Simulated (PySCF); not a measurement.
# TaFOH: relaxation and vibrations of the quartet

The task is one start of a wider search on TaFOH: the quartet, from a bent start. It is relaxed, tested by its Hessian and followed downhill if it is a saddle.

Method: PBE0, basis Ta def2-TZVP with ECP60, F def2-TZVP, O def2-TZVP, H def2-TZVP, scalar-relativistic core potentials, no spin–orbit coupling, density fitting; program: PySCF 2.14.0.

### Step 1. Where the work starts

4 atoms, charge 0, spin multiplicity 4.

Bond lengths: Ta1–F2 2.100 Å, Ta1–O3 2.090 Å, O3–H4 0.960 Å. Angles: F2–Ta1–O3 110.0°, Ta1–O3–H4 130.0°.

Coordinates in bohr (charge 0 multiplicity 4):
```
Ta    0.0000    0.0000    0.0000
F     3.2507    0.0000    2.2762
O    -3.2352    0.0000    2.2654
H    -4.1905    1.3897    2.9342
```

### Step 2. First SCF at the start

One driver script runs all steps and calls PySCF; scf.py shows how it sets up the SCF of each step. The optimiser is the driver's own. After this first run the driver tries any further starts and a stability analysis.

File scf.py:

```python
from pyscf import gto, scf, dft
mol = gto.M(atom='''
Ta     0.000000     0.000000     0.000000
F      1.720200     0.000000     1.204500
O     -1.712000     0.000000     1.198800
H     -2.217500     0.735400     1.552700''',
    basis={'Ta': 'def2-TZVP', 'F': 'def2-TZVP', 'O': 'def2-TZVP', 'H': 'def2-TZVP'},
    ecp={'Ta': 'def2-TZVP'},
    charge=0, spin=3)
mf = dft.UKS(mol, xc='PBE0')
mf.grids.atom_grid = (50, 194)
aux = {'Ta': 'def2-universal-JKFIT', 'F': 'def2-universal-JKFIT', 'O': 'def2-universal-JKFIT', 'H': 'def2-universal-JKFIT'}
mf = mf.density_fit(auxbasis=aux)
mf.conv_tol = 1e-08
mf.diis_space = 10
mf.max_cycle = 60
mf.init_guess = 'minao'
mf.verbose = 4
mf.kernel()
```

Started as:

```
$ OMP_NUM_THREADS=4 python axn.py task.json out
```

The log of the run:

```text
[... the frontier levels of the middle cycles are left out ...]
init E= -213.678128633147
[... the frontier-level lines of each cycle are left out ...]
cycle= 1 E= -232.36653168834  delta_E= -18.7  |g|= 0.676  |ddm|= 3.81
cycle= 2 E= -231.917696060269  delta_E= 0.449  |g|=  1.3  |ddm|= 1.17
cycle= 3 E= -232.516650714019  delta_E= -0.599  |g|= 0.237  |ddm|= 0.742
cycle= 4 E= -232.54548442965  delta_E= -0.0288  |g|= 0.0463  |ddm|= 0.308
cycle= 5 E= -232.546877513876  delta_E= -0.00139  |g|= 0.0166  |ddm|= 0.0726
cycle= 6 E= -232.547092322996  delta_E= -0.000215  |g|= 0.00925  |ddm|= 0.0228
cycle= 7 E= -232.547235972013  delta_E= -0.000144  |g|= 0.00542  |ddm|= 0.0197
cycle= 8 E= -232.547446381383  delta_E= -0.00021  |g|= 0.0039  |ddm|= 0.0337
cycle= 9 E= -232.547684490137  delta_E= -0.000238  |g|= 0.00383  |ddm|= 0.0366
cycle= 10 E= -232.547614402321  delta_E= 7.01e-05  |g|= 0.00377  |ddm|= 0.0104
cycle= 11 E= -232.546760902976  delta_E= 0.000853  |g|= 0.005  |ddm|= 0.155
cycle= 12 E= -232.54676558631  delta_E= -4.68e-06  |g|= 0.00499  |ddm|= 0.00112
cycle= 13 E= -232.546960050426  delta_E= -0.000194  |g|= 0.00487  |ddm|= 0.0427
cycle= 14 E= -232.546969662272  delta_E= -9.61e-06  |g|= 0.00487  |ddm|= 0.00209
[... 4 cycles left out ...]
cycle= 19 E= -232.546288631697  delta_E= 4.79e-06  |g|= 0.00901  |ddm|= 0.00287
cycle= 20 E= -232.546340964873  delta_E= -5.23e-05  |g|= 0.0033  |ddm|= 0.0139
cycle= 21 E= -232.546348449094  delta_E= -7.48e-06  |g|= 0.00201  |ddm|= 0.00479
cycle= 22 E= -232.546352906591  delta_E= -4.46e-06  |g|= 0.000352  |ddm|= 0.00611
cycle= 23 E= -232.546353111811  delta_E= -2.05e-07  |g|= 0.000162  |ddm|= 0.0027
cycle= 24 E= -232.546353258694  delta_E= -1.47e-07  |g|= 0.000152  |ddm|= 0.00156
cycle= 25 E= -232.546353490114  delta_E= -2.31e-07  |g|= 0.000114  |ddm|= 0.002
cycle= 26 E= -232.546353730238  delta_E= -2.4e-07  |g|= 9.55e-05  |ddm|= 0.00122
cycle= 27 E= -232.546354048195  delta_E= -3.18e-07  |g|= 8.73e-05  |ddm|= 0.00176
cycle= 28 E= -232.546354769005  delta_E= -7.21e-07  |g|= 6.23e-05  |ddm|= 0.00483
cycle= 29 E= -232.546355111079  delta_E= -3.42e-07  |g|= 4.78e-05  |ddm|= 0.00363
cycle= 30 E= -232.546355226152  delta_E= -1.15e-07  |g|= 3.71e-05  |ddm|= 0.00235
cycle= 31 E= -232.546355251  delta_E= -2.48e-08  |g|= 2.68e-05  |ddm|= 0.00152
cycle= 32 E= -232.54635524509  delta_E= 5.91e-09  |g|= 2.34e-05  |ddm|= 0.000537
Extra cycle  E= -232.546355252433  delta_E= -7.34e-09  |g|= 2.54e-05  |ddm|= 0.000171
converged SCF energy = -232.546355252433  <S^2> = 3.75847  2S+1 = 4.0042327
```

This step, with its further starts and checks, took 11 s on 4 threads of Arm Neoverse V2, shared host.

Energies from each starting density:

```csv
start,energy (Eh)
the minimal-basis guess,-232.546355
a thermally smeared density,-232.552532
a smeared PBE density,-232.552532
```

This is not the lowest solution: one lies 16.2 kJ/mol lower, at -232.55253 Eh, and the relaxation starts from that.

### Step 3. Bent start, quartet: relaxation

The program finds C1 symmetry in the start. Threshold on the gradient: 0.0003 Eh/bohr, with a further test on the energy change.

scf.py, as its differences from that of step 2:

```diff
@@ -3,4 +3,4 @@
-Ta     0.000000     0.000000     0.000000
-F      1.720200     0.000000     1.204500
-O     -1.712000     0.000000     1.198800
-H     -2.217500     0.735400     1.552700''',
+Ta    -0.014118    -0.003416    -0.201075
+F      1.706082    -0.003416     1.003425
+O     -1.726118    -0.003416     0.997725
+H     -2.231618     0.731984     1.351625''',
@@ -17 +16,0 @@
-mf.init_guess = 'minao'
```

The optimiser's trace:

```csv
step,energy (Eh),change (kJ/mol),largest gradient (Eh/bohr)
0,-232.552532,0.00,0.10116
1,-232.589689,-97.55,0.06016
2,-232.605104,-138.03,0.04454
3,-232.612570,-157.63,0.01578
4,-232.613795,-160.85,0.01642
5,-232.617136,-169.62,0.02509
6,-232.618076,-172.09,0.02885
7,-232.618818,-174.03,0.00569
8,-232.619185,-175.00,0.00463
9,-232.619542,-175.93,0.00934
10,-232.619866,-176.78,0.00903
11,-232.620218,-177.71,0.00206
12,-232.620262,-177.82,0.01422
13,-232.620502,-178.45,0.00324
14,-232.620624,-178.77,0.00137
15,-232.620749,-179.10,0.00291
16,-232.620836,-179.33,0.00461
17,-232.620922,-179.56,0.00135
18,-232.620941,-179.61,0.00131
19,-232.620944,-179.62,0.00036
20,-232.620944,-179.62,0.00051
21,-232.620945,-179.62,0.00045
22,-232.620945,-179.62,0.00020
```

The walk took 42 s.

Geometry (Å) and forces (eV/Å) at some steps:

```
step 0
Ta  -0.014  -0.003  -0.201   0.000   0.164   5.201
F    1.706  -0.003   1.003  -2.576  -0.057  -2.632
O   -1.726  -0.003   0.998   2.512  -0.186  -2.339
H   -2.232   0.732   1.352   0.064   0.079  -0.230
step 1
Ta  -0.010   0.010  -0.052  -0.127  -0.015   3.093
F    1.673  -0.010   0.924  -1.093   0.009  -1.510
O   -1.703  -0.003   0.954   0.919   0.429  -1.329
H   -2.226   0.724   1.325   0.301  -0.422  -0.255
step 11
Ta   0.078  -0.040   0.508   0.013   0.043   0.044
F    1.965  -0.067   0.564   0.028  -0.033  -0.034
O   -1.748   0.262   0.841  -0.106   0.046   0.074
H   -2.561   0.567   1.238   0.065  -0.057  -0.084
step 22
Ta   0.123   0.080   0.680  -0.004  -0.002  -0.003
F    1.982  -0.160   0.433   0.009   0.000   0.001
O   -1.720   0.332   0.945  -0.011   0.005   0.006
H   -2.651   0.470   1.094   0.006  -0.003  -0.004
```

End point (C∞v, 22 steps, 179.6 kJ/mol gained): O–H 0.953 Å, Ta–F 1.891 Å, Ta–O 1.879 Å; F–Ta–O 179.3°, H–O–Ta 179.0°.

### Step 4. Vibrations and properties at this point

On the finer grid the gradient is checked again; gradients at displacements of ±0.02 bohr then give force constants and infrared intensities.

scf.py, as its differences from that of step 3:

```diff
@@ -3,4 +3,4 @@
-Ta    -0.014118    -0.003416    -0.201075
-F      1.706082    -0.003416     1.003425
-O     -1.726118    -0.003416     0.997725
-H     -2.231618     0.731984     1.351625''',
+Ta    -0.013586     0.001857     0.001952
+F      1.841635    -0.251689    -0.264670
+O     -1.857242     0.253822     0.266913
+H     -2.791514     0.381505     0.401181''',
@@ -11 +11 @@
-mf.grids.atom_grid = (50, 194)
+mf.grids.atom_grid = (75, 302)
@@ -14 +14 @@
-mf.conv_tol = 1e-08
+mf.conv_tol = 1e-10
```

This SCF starts from the last density.

Log of the central SCF (cycles and frontier levels):

```text
init E= -232.620942153821
[... the frontier-level lines of each cycle are left out ...]
cycle= 1 E= -232.620942153749  delta_E= 7.26e-11  |g|= 1.71e-05  |ddm|= 1.07e-05
cycle= 2 E= -232.620942153478  delta_E= 2.71e-10  |g|= 3.32e-05  |ddm|= 2.08e-05
cycle= 3 E= -232.620942153848  delta_E= -3.7e-10  |g|= 4.62e-07  |ddm|= 1.38e-05
cycle= 4 E= -232.620942153848  delta_E= -3.41e-13  |g|= 6.19e-08  |ddm|= 3.17e-07
Extra cycle  E= -232.620942153847  delta_E= 1.02e-12  |g|= 7.38e-08  |ddm|= 9.36e-08
converged SCF energy = -232.620942153847  <S^2> = 3.7586672  2S+1 = 4.0043312
```

The whole step took 32 s.

Geometry: C∞v; O–H 0.952 Å, Ta–F 1.891 Å, Ta–O 1.880 Å; F–Ta–O 180.0°, H–O–Ta 180.0°.

Modes, for the most abundant isotopes:

```tsv
symmetry	ω (cm⁻¹)	IR (km/mol)
π	60	5.7
π	453	213
σ+	645	174
σ+	735	71.8
σ+	4007	239
```

No imaginary mode, so this is a minimum.

Constants and moments:

```
Dipole moment                                                   : 2.81 D
Highest occupied level                                          : -5.33 eV
Lowest empty level                                              : -2.15 eV
Rotational constants                                            : 0.1272 cm⁻¹
Zero-point energy                                               : 38.4 kJ/mol
Principal polarisabilities                                      : 45.9, 55.1, 55.1 bohr³
Atomisation energy without zero-point energy                    : 1582 kJ/mol
Principal traceless quadrupole moments about the centre of mass : -0.43, -0.43, 0.86 D Å
Entropy at 298.15 K and 1 bar (electronic part: spin only)      : 304.0 J/(mol K)
Heat capacity Cp at 298.15 K                                    : 64.1 J/(mol K)
Enthalpy at 298.15 K above 0 K                                  : 14.95 kJ/mol
Rotational symmetry number                                      : 1
Spin squared ⟨S²⟩                                               : 3.759
```

Charges (e) and bond orders:

| atom | Mulliken | Löwdin | polar tensor | spin (Mulliken) | Mayer order to Ta1 |
| --- | --- | --- | --- | --- | --- |
| Ta1 | 0.79 | 0.43 | 1.02 | 3.13 | – |
| F2 | -0.45 | -0.28 | -0.57 | -0.04 | 0.95 |
| O3 | -0.67 | -0.31 | -0.80 | -0.08 | 1.12 |
| H4 | 0.33 | 0.16 | 0.35 | 0.00 | 0.03 |

Outer orbital energies (eV). α occupied: -11.72, -11.61, -11.61, -10.04, -10.04, -6.18, -5.33, -5.33; empty: -0.66, -0.66, -0.01, -0.01. β occupied: -31.45, -27.56, -15.12, -11.73, -11.63, -11.63, -10.13, -10.13; empty: -2.15, -0.32, -0.32, 0.43.

Mulliken populations on Ta1 (outside its core potential): s 2.80, p 6.21, d 3.10, f 0.11.

### Step 5. Results

| quantity | value |
| --- | --- |
| minimum | quartet, C∞v |
| geometry | O–H 0.952 Å, Ta–F 1.891 Å, Ta–O 1.880 Å; F–Ta–O 180.0°, H–O–Ta 180.0° |
| wavenumbers (cm⁻¹) | 60 (π), 453 (π), 645 (σ+), 735 (σ+), 4007 (σ+) |
| dipole moment | 2.81 D |
| highest occupied, lowest empty level (either spin) | -5.33, -2.15 eV |
| polar-tensor charge of Ta1 | +1.02 e |
| zero-point energy | 38.4 kJ/mol |
| entropy at 298.15 K | 304.0 J/(mol K) |
| atomisation energy (no zero-point energy) | 1582 kJ/mol |
| ⟨S²⟩ | 3.759 |

What this shows: The bent start (C1) ends in a minimum of C∞v symmetry. The strongest infrared band lies at 4007 cm⁻¹ (σ+). Most of the spin sits on Ta1 (Mulliken spin 3.13, against 3 for the whole molecule). The first SCF alone would have been 16 kJ/mol too high. Only this shape and spin were tried, so other structures or states may lie lower. One determinant may miss the lowest occupation of an open d or f shell. Spin–orbit coupling, left out here, can matter for elements this heavy.

The search up to here took 85 s.
